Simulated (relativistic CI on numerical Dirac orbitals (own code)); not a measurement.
# Ions with 20 electrons, Ag²⁷⁺ to I³³⁺: levels along an isoelectronic sequence

How do the lowest levels of 20-electron ions move as Z rises from 47 to 53? Each ion is run with the same configurations.

Method: Dirac-Coulomb-Breit CI, KLI orbitals optimised for each configuration, model QED (radiative potential, 1s self-energy scaled to tabulated hydrogen-like ionisation energies). Code: relativistic CI on numerical Dirac orbitals (own code) version 4.

### Step 1. What is computed

- electrons: 20
- ions: Ag²⁷⁺, Cd²⁸⁺, In²⁹⁺, Sn³⁰⁺, Sb³¹⁺, Te³²⁺, I³³⁺
- configurations: [Ar] 3d2; [Ar] 4s2; [Ar] 3d 4s; [Ne] 3s2 3p5 3d3; [Ne] 3s 3p6 3d3; [Ar] 3d 4p; [Ne] 3p6 3d4; [Ne] 3p5 3d5

### Step 2. Ag²⁷⁺ (Z = 47)

Input settings:

```ini
atom Ag  Z=47  charge=27  electrons=20
nucleus A=107  rms_radius_fm=4.5454
hamiltonian dirac-coulomb  breit=on  qed=on  c_scale=1
orbitals kli  potential=per-configuration
slater_scale 1
correlation none
mixing on
configurations
  [Ar] 3d2
  [Ar] 4s2
  [Ar] 3d 4s
  [Ne] 3s2 3p5 3d3
  [Ne] 3s 3p6 3d3
  [Ar] 3d 4p
  [Ne] 3p6 3d4
  [Ne] 3p5 3d5
end
```

The run is started by

```sh
$ python run_levels.py task.json out
```

The settings of every run stand in task.json; they run in order.

Results of the run (chosen fields of its result record, rounded):

```text
{
  "status": "converged",
  "levels [i, E_cm, J2, conf, term, w_term, jj, w_jj, g, tau_s]": [
    [0, 0, 4, "3s2 3p6 3d2", "3F", 0.8762, "3d3/2^2", 0.9338, 0.7072, "-"],
    [1, 53411.228, 6, "3s2 3p6 3d2", "3F", 0.9992, "3d3/2 3d5/2", 0.9992, 1.08, 0.0002923],
    [2, 85675.284, 0, "3s2 3p6 3d2", "3P", 0.908, "3d3/2^2", 0.8607, "-", 0.342],
    [3, 93223.097, 8, "3s2 3p6 3d2", "3F", 0.8378, "3d3/2 3d5/2", 0.5908, 1.206, 0.0009362],
    [4, 103669.92, 4, "3s2 3p6 3d2", "1D", 0.4685, "3d3/2 3d5/2", 0.9212, 1.181, 0.0003015],
    [5, 118641.81, 2, "3s2 3p6 3d2", "3P", 0.9978, "3d3/2 3d5/2", 0.9978, 1.497, 0.00109],
    [6, 164559.2, 8, "3s2 3p6 3d2", "1G", 0.8375, "3d5/2^2", 0.5907, 1.037, 0.0001636],
    [7, 175731.38, 4, "3s2 3p6 3d2", "3P", 0.5569, "3d5/2^2", 0.9785, 1.267, 0.0001327],
    [8, 307955.98, 0, "3s2 3p6 3d2", "1S", 0.9093, "3d5/2^2", 0.8614, "-", 3.024e-05],
    [9, 1146579.6, 4, "3s2 3p5 3d3", "5F*", 0.3982, "3p3/2^3 3d3/2^3", 0.6363, 1.169, 4.295e-09],
    [10, 1150351.9, 2, "3s2 3p5 3d3", "5D*", 0.5518, "3p3/2^3 3d3/2^3", 0.6244, 0.993, 2.254e-09],
    [11, 1162679.7, 0, "3s2 3p5 3d3", "5D*", 0.928, "3p3/2^3 3d3/2^3", 0.4729, "-", 4.172e-09],
    [12, 1165993.9, 6, "3s2 3p5 3d3", "5F*", 0.5095, "3p3/2^3 3d3/2^2 3d5/2", 0.7703, 1.276, 4.778e-09],
    [13, 1188787.3, 8, "3s2 3p5 3d3", "5F*", 0.5226, "3p3/2^3 3d3/2^2 3d5/2", 0.5823, 1.316, 9.626e-09],
    [14, 1195055.2, 4, "3s2 3p5 3d3", "5S*", 0.6618, "3p3/2^3 3d3/2^2 3d5/2", 0.6296, 1.853, 2.445e-09],
    [15, 1212491.3, 6, "3s2 3p5 3d3", "5D*", 0.3343, "3p3/2^3 3d3/2^3", 0.5541, 1.196, 1.563e-09],
    [16, 1213808.5, 4, "3s2 3p5 3d3", "3F*", 0.361, "3p3/2^3 3d3/2^2 3d5/2", 0.7957, 1.048, 1.051e-09],
    [17, 1216574.2, 10, "3s2 3p5 3d3", "5G*", 0.4441, "3p3/2^3 3d3/2 3d5/2^2", 0.4863, 1.303, 5.816e-09],
    [18, 1218954.4, 2, "3s2 3p5 3d3", "5D*", 0.3488, "3p3/2^3 3d3/2^2 3d5/2", 0.7757, 0.7146, 2.743e-10],
    [19, 1229404.8, 8, "3s2 3p5 3d3", "5D*", 0.4843, "3p3/2^3 3d3/2^2 3d5/2", 0.6179, 1.329, 2.31e-09],
    "... 20 more rows left out ..."
  ],
  "lines, the strongest and those to the lowest levels [upper, lower, type, S_au, A_per_s, branching]": [
    [1, 0, "M1", 5.827, 3421, 1],
    [3, 1, "M1", 5.648, 1068, 1],
    [4, 0, "M1", 0.478, 2873, 0.866],
    [4, 1, "M1", 0.6483, 444, 0.1338],
    [5, 0, "M1", 0.01984, 297.9, 0.3246],
    [5, 2, "M1", 1.813, 584, 0.6364],
    [6, 1, "M1", 1.082, 4454, 0.7286],
    [7, 0, "M1", 0.008668, 253.8, 0.03367],
    [7, 1, "M1", 0.1739, 1717, 0.2278],
    [36, 4, "E1", 0.01307, 7.176e+09, 0.5987]
  ],
  "n_levels_all": 422,
  "total_energy [Ha]": -4832.0142881,
  "configurations [conf, odd, states, E_av_cm, breit_Ha, qed_Ha, corr_Ha]": [
    ["3s2 3p6 3d2", 0, 45, 111476, 3.4, 2.389, "-"],
    ["3s2 3p6 4s2", 0, 1, 9.74026e+06, 3.398, 2.412, "-"],
    ["3s2 3p6 3d 4s", 0, 20, 4.8281e+06, 3.398, 2.4, "-"],
    ["3s2 3p5 3d3", 1, 720, 1.50552e+06, 3.369, 2.387, "-"],
    ["3s 3p6 3d3", 0, 240, 2.61184e+06, 3.379, 2.36, "-"],
    ["3s2 3p6 3d 4p", 1, 60, 5.22458e+06, 3.401, 2.391, "-"],
    ["3p6 3d4", 0, 210, 5.16358e+06, 3.359, 2.331, "-"],
    ["3p5 3d5", 1, 1512, 6.54235e+06, 3.33, 2.329, "-"]
  ]
}
```

Run time: 0.52 s. Hardware: 1 thread of Arm Neoverse N1, shared host.

### Step 3. Cd²⁸⁺ (Z = 48)

Settings: those of step 2 with these lines changed.

```diff
@@ -1,3 +1,3 @@
-atom Ag  Z=47  charge=27  electrons=20
-nucleus A=107  rms_radius_fm=4.5454
+atom Cd  Z=48  charge=28  electrons=20
+nucleus A=114  rms_radius_fm=4.6087
 hamiltonian dirac-coulomb  breit=on  qed=on  c_scale=1
```

From the record:

```text
{
  "status": "converged",
  "levels [i, E_cm, J2, conf, term, w_term, jj, w_jj, g, tau_s]": [
    [0, 0, 4, "3s2 3p6 3d2", "3F", 0.8678, "3d3/2^2", 0.9401, 0.7104, "-"],
    [1, 60229.026, 6, "3s2 3p6 3d2", "3F", 0.9992, "3d3/2 3d5/2", 0.9992, 1.079, 0.0002059],
    [2, 89496.769, 0, "3s2 3p6 3d2", "3P", 0.8985, "3d3/2^2", 0.8718, "-", 0.3037],
    [3, 103375.4, 8, "3s2 3p6 3d2", "3F", 0.8096, "3d3/2 3d5/2", 0.6269, 1.199, 0.0007611],
    [4, 111792.92, 4, "3s2 3p6 3d2", "1D", 0.456, "3d3/2 3d5/2", 0.9289, 1.182, 0.0002274],
    [5, 127577.91, 2, "3s2 3p6 3d2", "3P", 0.9978, "3d3/2 3d5/2", 0.9978, 1.497, 0.0007395],
    [6, 178105.79, 8, "3s2 3p6 3d2", "1G", 0.8093, "3d5/2^2", 0.6269, 1.044, 0.000119],
    [7, 191802.4, 4, "3s2 3p6 3d2", "3P", 0.55, "3d5/2^2", 0.9808, 1.263, 9.685e-05],
    [8, 326701.41, 0, "3s2 3p6 3d2", "1S", 0.8998, "3d5/2^2", 0.8725, "-", 2.353e-05],
    [9, 1184193.7, 4, "3s2 3p5 3d3", "5F*", 0.3905, "3p3/2^3 3d3/2^3", 0.6675, 1.16, 3.734e-09],
    [10, 1188437, 2, "3s2 3p5 3d3", "5D*", 0.5343, "3p3/2^3 3d3/2^3", 0.6451, 0.985, 2.049e-09],
    [11, 1202167.8, 0, "3s2 3p5 3d3", "5D*", 0.9179, "3p3/2^3 3d3/2^3", 0.4991, "-", 3.652e-09],
    [12, 1207237.5, 6, "3s2 3p5 3d3", "5F*", 0.5078, "3p3/2^3 3d3/2^2 3d5/2", 0.7595, 1.264, 3.912e-09],
    [13, 1232690.6, 8, "3s2 3p5 3d3", "5F*", 0.5145, "3p3/2^3 3d3/2^2 3d5/2", 0.6143, 1.307, 7.252e-09],
    "... 26 more rows left out ..."
  ],
  "n_levels_all": 422,
  "total_energy [Ha]": -5064.1230946,
  "configurations [conf, odd, states, E_av_cm, breit_Ha, qed_Ha, corr_Ha]": [
    ["3s2 3p6 3d2", 0, 45, 121101, 3.645, 2.567, "-"],
    ["3s2 3p6 4s2", 0, 1, 1.03915e+07, 3.642, 2.593, "-"],
    ["3s2 3p6 3d 4s", 0, 20, 5.15565e+06, 3.643, 2.58, "-"],
    ["3s2 3p5 3d3", 1, 720, 1.56843e+06, 3.612, 2.565, "-"],
    ["3s 3p6 3d3", 0, 240, 2.72602e+06, 3.622, 2.536, "-"],
    ["3s2 3p6 3d 4p", 1, 60, 5.57241e+06, 3.646, 2.57, "-"],
    ["3p6 3d4", 0, 210, 5.38398e+06, 3.601, 2.505, "-"],
    ["3p5 3d5", 1, 1512, 6.81607e+06, 3.57, 2.503, "-"]
  ]
}
```

Wall time 0.52 s (1 thread of Arm Neoverse N1, shared host).

### Step 4. In²⁹⁺ (Z = 49)

Settings: those of step 3 with these lines changed.

```diff
@@ -1,3 +1,3 @@
-atom Cd  Z=48  charge=28  electrons=20
-nucleus A=114  rms_radius_fm=4.6087
+atom In  Z=49  charge=29  electrons=20
+nucleus A=115  rms_radius_fm=4.6156
 hamiltonian dirac-coulomb  breit=on  qed=on  c_scale=1
```

From the record:

```text
{
  "status": "converged",
  "levels [i, E_cm, J2, conf, term, w_term, jj, w_jj, g, tau_s]": [
    [0, 0, 4, "3s2 3p6 3d2", "3F", 0.8595, "3d3/2^2", 0.9458, 0.7134, "-"],
    [1, 67679.73, 6, "3s2 3p6 3d2", "3F", 0.9993, "3d3/2 3d5/2", 0.9993, 1.079, 0.0001465],
    [2, 93361.349, 0, "3s2 3p6 3d2", "3P", 0.8889, "3d3/2^2", 0.8823, "-", 0.2708],
    [3, 114183.96, 8, "3s2 3p6 3d2", "3F", 0.7794, "3d3/2 3d5/2", 0.6628, 1.191, 0.0006315],
    [4, 120546.81, 4, "3s2 3p6 3d2", "1D", 0.4442, "3d3/2 3d5/2", 0.9358, 1.182, 0.0001722],
    [5, 137156.23, 2, "3s2 3p6 3d2", "3P", 0.9979, "3d3/2 3d5/2", 0.9979, 1.497, 0.0005067],
    [6, 192889.23, 8, "3s2 3p6 3d2", "1G", 0.7791, "3d5/2^2", 0.6628, 1.051, 8.7e-05],
    [7, 209146.76, 4, "3s2 3p6 3d2", "3P", 0.5436, "3d5/2^2", 0.9828, 1.259, 7.126e-05],
    [8, 346685.23, 0, "3s2 3p6 3d2", "1S", 0.8901, "3d5/2^2", 0.8829, "-", 1.841e-05],
    [9, 1221899.7, 4, "3s2 3p5 3d3", "5F*", 0.3816, "3p3/2^3 3d3/2^3", 0.6969, 1.153, 3.224e-09],
    [10, 1226693.3, 2, "3s2 3p5 3d3", "5D*", 0.5173, "3p3/2^3 3d3/2^3", 0.6651, 0.9784, 1.871e-09],
    [11, 1241887.3, 0, "3s2 3p5 3d3", "5D*", 0.9065, "3p3/2^3 3d3/2^3", 0.5263, "-", 3.233e-09],
    [12, 1248960.4, 6, "3s2 3p5 3d3", "5F*", 0.5032, "3p3/2^3 3d3/2^2 3d5/2", 0.7417, 1.25, 3.249e-09],
    [13, 1277348.1, 8, "3s2 3p5 3d3", "5F*", 0.5045, "3p3/2^3 3d3/2^2 3d5/2", 0.6457, 1.299, 5.63e-09],
    "... 26 more rows left out ..."
  ],
  "n_levels_all": 422,
  "total_energy [Ha]": -5302.1249229,
  "configurations [conf, odd, states, E_av_cm, breit_Ha, qed_Ha, corr_Ha]": [
    ["3s2 3p6 3d2", 0, 45, 131484, 3.902, 2.755, "-"],
    ["3s2 3p6 4s2", 0, 1, 1.10624e+07, 3.898, 2.783, "-"],
    ["3s2 3p6 3d 4s", 0, 20, 5.49341e+06, 3.899, 2.769, "-"],
    ["3s2 3p5 3d3", 1, 720, 1.63344e+06, 3.866, 2.753, "-"],
    ["3s 3p6 3d3", 0, 240, 2.84431e+06, 3.878, 2.721, "-"],
    ["3s2 3p6 3d 4p", 1, 60, 5.9312e+06, 3.903, 2.758, "-"],
    ["3p6 3d4", 0, 210, 5.61184e+06, 3.855, 2.687, "-"],
    ["3p5 3d5", 1, 1512, 7.09857e+06, 3.822, 2.685, "-"]
  ]
}
```

It took 0.51 s on 1 thread of Arm Neoverse N1, shared host.

[end of part 1 of 2]
